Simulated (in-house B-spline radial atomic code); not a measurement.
# Tm¹⁰⁺: binding energies from hole states

Aim: the cost of two holes at once in Tm¹⁰⁺, against the sum of the two single holes.

Method: Dirac-Hartree-Fock, average of configuration, Fermi nucleus, basis-set limit. Code: in-house B-spline radial atomic code version 1.

**1. What is computed**

- element: thulium (Z = 69)
- charge: +10
- electrons: 59
- configuration: [Kr] 4d10 4f11 5s2
- Hamiltonian: Dirac-Coulomb
- nucleus: Fermi, rms radius 5.226 fm

The outer shells:

[Kr] 4d10 4f11 5s2
```
[Kr] core
4d [↑↓][↑↓][↑↓][↑↓][↑↓]
4f [↑↓][↑↓][↑↓][↑↓][↑ ][↑ ][↑ ]
5s [↑↓]
```

The boxes draw the filling by Hund's rule, which heavy ions in jj coupling don't follow; these runs average over all states of the configuration.

Input settings:

```ini
Z = 69
electrons = 59.0
configuration = [Kr] 4d10 4f11 5s2
hamiltonian = dirac
method = hf
spin_polarised = False
nucleus = fermi
rms_radius = 5.2256
mass_number = 169
atomic_mass = 168.934218956
speed_of_light = 137.035999084
```

From the earlier run of the reference: total energy -13544.845496 hartree. Levels, eight at most:

```csv
orbital,occupation,energy (eV),<r> (bohr)
4s1/2,2,-665.02,0.4971
4p1/2,2,-574.56,0.5066
4p3/2,4,-526.24,0.5358
4d3/2,4,-377.62,0.5592
4d5/2,6,-368.62,0.5698
5s1/2,2,-211.63,1.115
4f5/2,4.71429,-187.30,0.6510
4f7/2,6.28571,-185.88,0.6578
```

Single holes known from earlier runs (ΔSCF): 1s 59852.5 eV, 2p1/2 9836.75 eV, 3s 2504.29 eV, 3p1/2 2283.14 eV, 3d5/2 1655.97 eV, 4s 658.36 eV, 4p1/2 568.06 eV, 4p3/2 520.49 eV.

**2. The 3d5/2 and 4p1/2 holes**

In configurations, a minus sign after the shell means j = l − 1/2 and a plus sign j = l + 1/2; the count of electrons follows.

Input settings:

```ini
Z = 69
electrons = 57.0
configuration = 1s2 2s2 2p6 3s2 3p6 3d-4 3d+5 4s2 4p-1 4p+4 4d10 4f11 5s2
hamiltonian = dirac
method = hf
spin_polarised = False
nucleus = fermi
rms_radius = 5.2256
mass_number = 169
atomic_mass = 168.934218956
speed_of_light = 137.035999084
```

**3. The 2p1/2 and 3s holes**

The settings differ from step 2 so:

```diff
@@ -2,3 +2,3 @@
 electrons = 57.0
-configuration = 1s2 2s2 2p6 3s2 3p6 3d-4 3d+5 4s2 4p-1 4p+4 4d10 4f11 5s2
+configuration = 1s2 2s2 2p-1 2p+4 3s1 3p6 3d10 4s2 4p6 4d10 4f11 5s2
 hamiltonian = dirac
```

**4. The 1s and 4p3/2 holes**

The settings differ from step 3 so:

```diff
@@ -2,3 +2,3 @@
 electrons = 57.0
-configuration = 1s2 2s2 2p-1 2p+4 3s1 3p6 3d10 4s2 4p6 4d10 4f11 5s2
+configuration = 1s1 2s2 2p6 3s2 3p6 3d10 4s2 4p-2 4p+3 4d10 4f11 5s2
 hamiltonian = dirac
```

**5. The 3p1/2 and 4p3/2 holes**

The settings differ from step 4 so:

```diff
@@ -2,3 +2,3 @@
 electrons = 57.0
-configuration = 1s1 2s2 2p6 3s2 3p6 3d10 4s2 4p-2 4p+3 4d10 4f11 5s2
+configuration = 1s2 2s2 2p6 3s2 3p-1 3p+4 3d10 4s2 4p-2 4p+3 4d10 4f11 5s2
 hamiltonian = dirac
```

**6. The 3s and 4s holes**

The settings differ from step 5 so:

```diff
@@ -2,3 +2,3 @@
 electrons = 57.0
-configuration = 1s2 2s2 2p6 3s2 3p-1 3p+4 3d10 4s2 4p-2 4p+3 4d10 4f11 5s2
+configuration = 1s2 2s2 2p6 3s1 3p6 3d10 4s1 4p6 4d10 4f11 5s2
 hamiltonian = dirac
```

Before running: What does each hole state cost in eV, and how does that compare with the orbital energies or single holes?

As calculated:

| two holes | ΔSCF (eV) | less the two single holes (eV) |
| --- | --- | --- |
| 3d5/2 and 4p1/2 | 2263.74 | 39.71 |
| 2p1/2 and 3s | 12430.0 | 88.99 |
| 1s and 4p3/2 | 60417.6 | 44.62 |
| 3p1/2 and 4p3/2 | 2841.57 | 37.94 |
| 3s and 4s | 3198.53 | 35.89 |

**Reading.** Two holes cost more than the sum of each, because the second electron leaves a more charged ion. The excess runs from 35.9 eV (3s and 4s) to 89.0 eV (2p1/2 and 3s); it tends to be largest where both holes are compact. Two partly filled shells share a symmetry and can mix in the average, which may lower the energy, in these hole states: 3s and 4s. Values are for the free ion, measured from the vacuum level.
